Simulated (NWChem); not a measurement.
# One shape, several levels: C2H9FSi2 (SMILES C[SiH](C)[SiH2]F)

Aim: a comparison of 5 runs (HF/STO-3G, HF/3-21G, HF/pcseg-1, B3LYP/6-31G*) of C2H9FSi2. 

The results are computed with NWChem 7.3.0.

## (1) The system as given

C2H9FSi2: 14 atoms, total charge 0, spin state singlet. SMILES: `C[SiH](C)[SiH2]F`. The coordinates come from a PBE0-D4/def2-TZVP relaxation. This is one conformer, not always the lowest.

Bond lengths: C1–Si2 1.876 Å, Si2–C3 1.876 Å, Si2–Si4 2.346 Å, Si4–F5 1.613 Å, C1–H6 1.093 Å, C1–H7 1.093 Å, C1–H8 1.092 Å, Si2–H9 1.495 Å, C3–H10 1.093 Å, C3–H11 1.093 Å, C3–H12 1.092 Å, Si4–H13 1.489 Å, Si4–H14 1.489 Å. Some angles: C1–Si2–C3 111.3°, C1–Si2–Si4 110.3°, C3–Si2–Si4 110.3°, Si2–Si4–F5 109.4°, C1–Si2–H9 109.5°, C3–Si2–H9 109.5°, Si4–Si2–H9 105.9°, Si2–C1–H6 110.6°, Si2–C1–H7 110.7°, Si2–C1–H8 111.2°.

## (2) Energy and forces at HF/STO-3G (run 1)

Input file sp.nw:

```
start sp
memory total 2200 mb

geometry noautosym nocenter noautoz
  C     -0.517400    -0.361900     1.763700
  Si     0.011600    -0.570800    -0.023900
  C      1.841400    -0.216700    -0.238200
  Si    -1.255400     0.828900    -1.416400
  F     -0.994500     2.368400    -1.009900
  H      0.062200    -1.020300     2.416000
  H     -0.360900     0.667300     2.095700
  H     -1.574900    -0.601900     1.893400
  H     -0.281100    -1.967200    -0.469800
  H      2.069400     0.817100     0.032200
  H      2.437800    -0.873500     0.400400
  H      2.155800    -0.373000    -1.272300
  H     -2.719400     0.586000    -1.289300
  H     -0.887800     0.688300    -2.852900
end

basis spherical bse
  * library STO-3G
end

scf
  thresh 1e-08
  maxiter 80
end

task scf gradient
```

Run with:

```sh
$ nwchem sp.nw > sp.out
```

Output:

```text
[...]
  functions       =    42
[...]
  wavefunction    = RHF
[...]
         Total SCF energy =   -749.358394292433
      One-electron energy =  -1634.125425414686
      Two-electron energy =    588.019753191715
 Nuclear repulsion energy =    296.747277930538
        Time for solution =      3.9s
[...]
                         RHF ENERGY GRADIENTS
    atom               coordinates                        gradient
                 x          y          z           x          y          z
   1 C      -0.977744  -0.683892   3.332910   -0.002907   0.001019  -0.001332
   2 Si      0.021921  -1.078656  -0.045164    0.025932   0.012907   0.031601
   3 C       3.479741  -0.409504  -0.450133   -0.000843   0.001214  -0.003074
   4 Si     -2.372362   1.566394  -2.676608    0.007895   0.034690   0.011465
   5 F      -1.879332   4.475627  -1.908434   -0.001441  -0.015494  -0.002695
   6 H       0.117541  -1.928087   4.565578    0.005930  -0.006261   0.003641
   7 H      -0.682002   1.261014   3.960299    0.001714   0.008866   0.001010
   8 H      -2.976129  -1.137426   3.578007   -0.008442  -0.001941   0.000193
   9 H      -0.531202  -3.717469  -0.887793   -0.009478  -0.031011  -0.013407
  10 H       3.910599   1.544095   0.060849    0.000064   0.008720   0.002382
  11 H       4.606774  -1.650676   0.756646    0.003072  -0.006426   0.006051
[...]
```

It took 5.4 s on 1 thread of Intel Xeon Platinum 8488C (Sapphire Rapids), shared host; peak memory 0.096 GiB.

## (3) Energy and gradient at HF/3-21G (run 2)

Input file a.xyz:

```xyz
14
C2H9FSi2
C     -0.517400    -0.361900     1.763700
Si     0.011600    -0.570800    -0.023900
C      1.841400    -0.216700    -0.238200
Si    -1.255400     0.828900    -1.416400
F     -0.994500     2.368400    -1.009900
H      0.062200    -1.020300     2.416000
H     -0.360900     0.667300     2.095700
H     -1.574900    -0.601900     1.893400
H     -0.281100    -1.967200    -0.469800
H      2.069400     0.817100     0.032200
H      2.437800    -0.873500     0.400400
H      2.155800    -0.373000    -1.272300
H     -2.719400     0.586000    -1.289300
H     -0.887800     0.688300    -2.852900
```

Input file a.nw:

```
start a
title "C2H9FSi2"
memory 2200 mb

geometry noautosym nocenter noautoz
  load format xyz a.xyz
end

basis spherical bse
  * library 3-21G
end

scf
  singlet
  rhf
  thresh 1e-08
  maxiter 80
end

task scf gradient
```

Run with:

```sh
$ nwchem a.nw > a.out
```

Output:

```text
[...]
  functions       =    71
[...]
  wavefunction    = RHF
[...]
         Total SCF energy =   -754.300966359934
      One-electron energy =  -1635.363474874129
      Two-electron energy =    584.315230583657
 Nuclear repulsion energy =    296.747277930538
        Time for solution =      5.1s
[...]
                         RHF ENERGY GRADIENTS
    atom               coordinates                        gradient
                 x          y          z           x          y          z
   1 C      -0.977744  -0.683892   3.332910    0.006250  -0.002294  -0.018196
   2 Si      0.021921  -1.078656  -0.045164    0.008379   0.008559   0.010576
   3 C       3.479741  -0.409504  -0.450133   -0.018700  -0.003779   0.002986
   4 Si     -2.372362   1.566394  -2.676608    0.009322   0.019590   0.012176
   5 F      -1.879332   4.475627  -1.908434   -0.005344  -0.026896  -0.008021
   6 H       0.117541  -1.928087   4.565578    0.003174  -0.003332   0.002437
   7 H      -0.682002   1.261014   3.960299    0.000890   0.004772   0.000624
   8 H      -2.976129  -1.137426   3.578007   -0.004639  -0.000992  -0.000511
   9 H      -0.531202  -3.717469  -0.887793    0.000224  -0.000470   0.000226
  10 H       3.910599   1.544095   0.060849    0.000120   0.004690   0.001268
  11 H       4.606774  -1.650676   0.756646    0.002124  -0.003386   0.003316
[...]
```

Wall time 6.9 s (1 thread of Intel Xeon Platinum 8488C (Sapphire Rapids), shared host); peak memory 0.096 GiB.

Run 3 isn't shown in full; the table further down has it.

## (4) Energy and gradient at B3LYP/6-31G(d) (spherical functions) (run 4)

Input file c2h9fsi2.nw:

```
start c2h9fsi2
memory stack 880 mb heap 220 mb global 1100 mb
geometry units angstroms noautosym nocenter noautoz
 C    -0.517400   -0.361900    1.763700
 Si    0.011600   -0.570800   -0.023900
 C     1.841400   -0.216700   -0.238200
 Si   -1.255400    0.828900   -1.416400
 F    -0.994500    2.368400   -1.009900
 H     0.062200   -1.020300    2.416000
 H    -0.360900    0.667300    2.095700
 H    -1.574900   -0.601900    1.893400
 H    -0.281100   -1.967200   -0.469800
 H     2.069400    0.817100    0.032200
 H     2.437800   -0.873500    0.400400
 H     2.155800   -0.373000   -1.272300
 H    -2.719400    0.586000   -1.289300
 H    -0.887800    0.688300   -2.852900
end
basis spherical bse
 * library 6-31G*
end
dft
 xc b3lyp
 grid fine
 convergence energy 1e-08
 iterations 100
 mulliken
end
task dft gradient
```

Run with:

```sh
$ nwchem c2h9fsi2.nw > c2h9fsi2.out
```

Output:

```text
[...]
          Wavefunction type:  closed shell.
          No. of atoms     :    14
          No. of electrons :    58
[...]
          Charge           :     0
          Spin multiplicity:     1
[...]
          AO basis - number of functions:    96
[...]
              XC Information
              --------------
                         B3LYP Method XC Potential
                     Hartree-Fock (Exact) Exchange  0.200
                        Slater Exchange Functional  0.800 local
                    Becke 1988 Exchange Functional  0.720 non-local
              Lee-Yang-Parr Correlation Functional  0.810
                  VWN I RPA Correlation Functional  0.190 local
[...]
 d= 0,ls=0.0,diis     1   -760.4562656838 -1.06D+03  1.29D-02  5.83D-01     4.1
[...]
 d= 0,ls=0.0,diis     8   -760.5253781336 -7.23D-09  3.78D-06  1.35D-07    26.9
         Total DFT energy =     -760.525378133606
      One electron energy =    -1641.335472447846
           Coulomb energy =      650.762715530422
    Exchange-Corr. energy =      -66.699899146720
 Nuclear repulsion energy =      296.747277930538
[...]
  wavefunction    = closed shell
[...]
```

Wall time 35 s (1 thread of Intel Xeon Platinum 8488C (Sapphire Rapids), shared host); peak memory 0.13 GiB.

## (5) Energy and forces at B3LYP/6-31G(d) (Cartesian functions) (run 5)

Input file mol.nw:

```
start mol
title "C2H9FSi2 B3LYP"
memory 2200 mb

geometry units angstroms noautosym nocenter noautoz
 C     -0.517400    -0.361900     1.763700
 Si     0.011600    -0.570800    -0.023900
 C      1.841400    -0.216700    -0.238200
 Si    -1.255400     0.828900    -1.416400
 F     -0.994500     2.368400    -1.009900
 H      0.062200    -1.020300     2.416000
 H     -0.360900     0.667300     2.095700
 H     -1.574900    -0.601900     1.893400
 H     -0.281100    -1.967200    -0.469800
 H      2.069400     0.817100     0.032200
 H      2.437800    -0.873500     0.400400
 H      2.155800    -0.373000    -1.272300
 H     -2.719400     0.586000    -1.289300
 H     -0.887800     0.688300    -2.852900
end

basis cartesian
 * library 6-31G*
end

dft
 xc b3lyp
 mult 1
 grid fine
 convergence energy 1e-08
 maxiter 100
 mulliken
end

task dft gradient
```

Run with:

```sh
$ nwchem mol.nw > mol.out
```

Output:

```text
[...]
          Wavefunction type:  closed shell.
          No. of atoms     :    14
          No. of electrons :    58
[...]
          Charge           :     0
          Spin multiplicity:     1
[...]
          AO basis - number of functions:   101
[...]
              XC Information
              --------------
                         B3LYP Method XC Potential
                     Hartree-Fock (Exact) Exchange  0.200
                        Slater Exchange Functional  0.800 local
                    Becke 1988 Exchange Functional  0.720 non-local
              Lee-Yang-Parr Correlation Functional  0.810
                  VWN I RPA Correlation Functional  0.190 local
[...]
 d= 0,ls=0.0,diis     1   -760.4598934895 -1.06D+03  1.36D-02  7.30D-01     4.6
[...]
 d= 0,ls=0.0,diis     8   -760.5315060113 -6.40D-09  4.20D-06  1.94D-07    28.9
         Total DFT energy =     -760.531506011298
      One electron energy =    -1641.216253870595
           Coulomb energy =      650.585893423483
    Exchange-Corr. energy =      -66.648423494724
 Nuclear repulsion energy =      296.747277930538
[...]
  wavefunction    = closed shell
[...]
```

It took 38 s on 1 thread of Intel Xeon Platinum 8488C (Sapphire Rapids), shared host; peak memory 0.13 GiB.

## (6) All runs side by side

| run | level | iteration cap | module | energy (Eh) | dipole moment (D) | HOMO energy (eV) | LUMO energy (eV) | wall time |
| --- | --- | --- | --- | --- | --- | --- | --- | --- |
| 1 | HF/STO-3G | 80 | scf | -749.358394 | 1.18 | -8.05 | 10.70 | 5.4 s |
| 2 | HF/3-21G | 80 | scf | -754.300966 | 1.97 | -10.50 | 3.66 | 6.9 s |
| 3 | HF/pcseg-1 | 80 | scf | -758.257086 | – | – | – | 39 s |
| 4 | B3LYP/6-31G* (spherical functions) | 100 | dft | -760.525378 | 1.62 | -7.38 | -0.10 | 35 s |
| 5 | B3LYP/6-31G* (Cartesian functions) | 100 | dft | -760.531506 | 1.62 | -7.38 | -0.13 | 38 s |

## (7) What came out

| quantity | value |
| --- | --- |
| run 5: total energy | -760.53151 Eh |
| run 5: dipole moment | 1.62 D |
| run 5: HOMO energy | -7.38 eV |
| run 5: LUMO energy | -0.13 eV |
| run 5: HOMO–LUMO gap | 7.25 eV |
| run 5: largest force on an atom | 0.570 eV/Å |

What this shows: Over runs 1, 2, 4, 5 the dipole moment (its size) runs from 1.18 D (HF/STO-3G) to 1.97 D (HF/3-21G). Over runs 1, 2, 4, 5 the HOMO–LUMO gap runs from 7.25 eV (B3LYP/6-31G*) to 18.75 eV (HF/STO-3G). The two ends differ in method and basis. In run 1 the basis is minimal, so the values are rough. All runs together took 2.1 min, the longest 39 s.
